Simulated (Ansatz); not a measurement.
**CH6BFSSi: how energies converge with the basis set**

An exercise on one series of results from a longer session: the logs are not shown, and one member is left open.

Computed with Ansatz 0.2.0, Gaussian basis. Level: one geometry, several basis sets.

The runs, in order: PBE0-D4/def2-SVP; ωB97M-V/def2-SVP; PBE0-D4/def2-QZVPP; ωB97M-V/def2-QZVPP; the functionals' def2-TZVPP values are taken from earlier runs.

## Structure used throughout

An earlier PBE0-D4 in a triple-zeta def2 set relaxation fixed the geometry.

11 atoms, charge 0, spin multiplicity 1.

Atoms are counted from 1 here; the program's logs count them from 0.

Bond lengths: C1–Si2 1.863 Å, C1–H6 1.094 Å, C1–H7 1.092 Å, C1–H8 1.093 Å, Si2–F3 1.611 Å, Si2–B4 2.007 Å, Si2–H9 1.492 Å, B4–S5 1.763 Å, B4–H10 1.195 Å, S5–H11 1.346 Å. Angles: Si2–C1–H6 110.7°, Si2–C1–H7 111.6°, Si2–C1–H8 110.4°, H6–C1–H7 108.3°, H6–C1–H8 107.5°, H7–C1–H8 108.3°, C1–Si2–F3 107.9°, C1–Si2–B4 114.0°, C1–Si2–H9 109.3°, F3–Si2–B4 109.5°, F3–Si2–H9 106.8°, B4–Si2–H9 109.0°, Si2–B4–S5 123.7°, Si2–B4–H10 123.3°, S5–B4–H10 113.1°, B4–S5–H11 100.6°.

As a file:

```
C    -0.7638   -0.8854    0.9769
Si    0.8490   -0.3615    0.2044
F     1.9017   -0.0895    1.3927
B     0.7087    1.2720   -0.9539
S    -0.7532    1.7279   -1.8270
H    -1.4810   -1.1878    0.2082
H    -1.2096   -0.0781    1.5625
H    -0.6089   -1.7427    1.6363
H     1.3967   -1.4880   -0.6068
H     1.6228    2.0154   -1.1518
H    -1.5970    0.7605   -1.4207
```

The first run:

Input file in.yaml:

```yaml
crystal:
  periodic: [false, false, false]
  atoms:
    - {symbol: C, position_ang: [-0.763816, -0.885418, 0.976915]}
    - {symbol: Si, position_ang: [0.849026, -0.361488, 0.204390]}
    - {symbol: F, position_ang: [1.901713, -0.089454, 1.392653]}
    - {symbol: B, position_ang: [0.708720, 1.272005, -0.953927]}
    - {symbol: S, position_ang: [-0.753180, 1.727936, -1.827006]}
    - {symbol: H, position_ang: [-1.480978, -1.187767, 0.208159]}
    - {symbol: H, position_ang: [-1.209566, -0.078120, 1.562455]}
    - {symbol: H, position_ang: [-0.608883, -1.742670, 1.636339]}
    - {symbol: H, position_ang: [1.396652, -1.488046, -0.606789]}
    - {symbol: H, position_ang: [1.622814, 2.015382, -1.151795]}
    - {symbol: H, position_ang: [-1.597001, 0.760541, -1.420695]}
basis:
  gaussian: {orbitals: def2-SVP}
hamiltonian: {xc: pbe0, dispersion: d4}
output: {orbitals: {seedname: orbitals}}
```

Steps of the session up to this table: PBE0-D4 in def2-SVP; ωB97M-V in def2-SVP; PBE0-D4 in def2-QZVPP; ωB97M-V in def2-QZVPP.

One of the session's tables, all rows but one given; the rest of the session is left out.

It belongs to the step «Density functionals: the series». 

| functional | basis | HOMO (eV) | LUMO (eV) |
| --- | --- | --- | --- |
| PBE0-D4 | def2-SVP | -7.97 | -1.81 |
| PBE0-D4 | def2-TZVPP | -8.02 | -1.95 |
| PBE0-D4 | def2-QZVPP | -8.04 | -1.98 |
| ωB97M-V | def2-SVP | ? | ? |
| ωB97M-V | def2-TZVPP | -10.15 | 0.02 |
| ωB97M-V | def2-QZVPP | -10.17 | -0.04 |

Estimate the missing values for ωB97M-V, def2-SVP.

**Answer.** HOMO (eV): -10.07; LUMO (eV): 0.25. In the column «HOMO (eV)» it lies between ωB97M-V, def2-TZVPP (-10.15) and PBE0-D4, def2-QZVPP (-8.04).
